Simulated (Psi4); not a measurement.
# UMP2/cc-pVDZ (density fitting, density fitting for correlation) run of BF2H2Si (SMILES FB(F)[SiH2])

We compute a short trajectory of BF2H2Si. 

The calculation is run with Psi4 1.11.

## 1. The structure to begin with

BF2H2Si: 6 atoms, total charge 0, spin state doublet. SMILES: `FB(F)[SiH2]`. Geometry: a GFN2-xTB relaxation, a rough one for these elements and not checked as a minimum. The run starts from this shape.

Bond lengths: F1–B2 1.338 Å, B2–F3 1.338 Å, B2–Si4 1.901 Å, Si4–H5 1.459 Å, Si4–H6 1.459 Å. Angles: F1–B2–F3 112.7°, F1–B2–Si4 123.7°, F3–B2–Si4 123.6°, B2–Si4–H5 125.0°, B2–Si4–H6 125.1°, H5–Si4–H6 109.9°.

## 2. Molecular dynamics at UMP2/cc-pVDZ (density fitting, density fitting for correlation)

bf2h2si.xyz

```xyz
6
BF2H2Si
F      1.138830    -0.662010     1.575080
B      0.528980    -0.732460     0.385910
F      0.712660    -1.911280    -0.220160
Si    -0.490810     0.686850    -0.361790
H     -1.171950     0.637840    -1.650550
H     -0.717730     1.981070     0.271500
```

run.py

```python
import numpy as np
from ase.calculators.psi4 import Psi4
from ase.io import read
from ase import units
from ase.md.velocitydistribution import MaxwellBoltzmannDistribution, Stationary
from ase.md.verlet import VelocityVerlet

a = read('bf2h2si.xyz')
calc = Psi4(atoms=a, method='mp2', basis='cc-pVDZ', memory='1600MB', num_threads=1, charge=0, multiplicity=2, label='bf2h2si', reference='uhf')
calc.psi4.set_options({'freeze_core': True})
a.calc = calc

MaxwellBoltzmannDistribution(a, temperature_K=100.0, rng=np.random.default_rng(996))
Stationary(a)
dyn = VelocityVerlet(a, 0.25 * units.fs)
def show():
    ep, ek = a.get_potential_energy(), a.get_kinetic_energy()
    print(f'step {dyn.nsteps:3d}  Epot {ep:14.6f}  Ekin {ek:9.6f}  Etot {ep + ek:14.6f} eV  T {a.get_temperature():7.1f} K')
dyn.attach(show)
dyn.run(40)
```

Run with:

```bash
$ python run.py
```

Q: Predict the results. Wanted: potential energy of the last frame.

**Answer.** As computed:

Level: UMP2/cc-pVDZ (density fitting, density fitting for correlation), 8 core orbitals frozen.

```
                          quantity          value
potential energy of the last frame  -514.27421 Eh
```
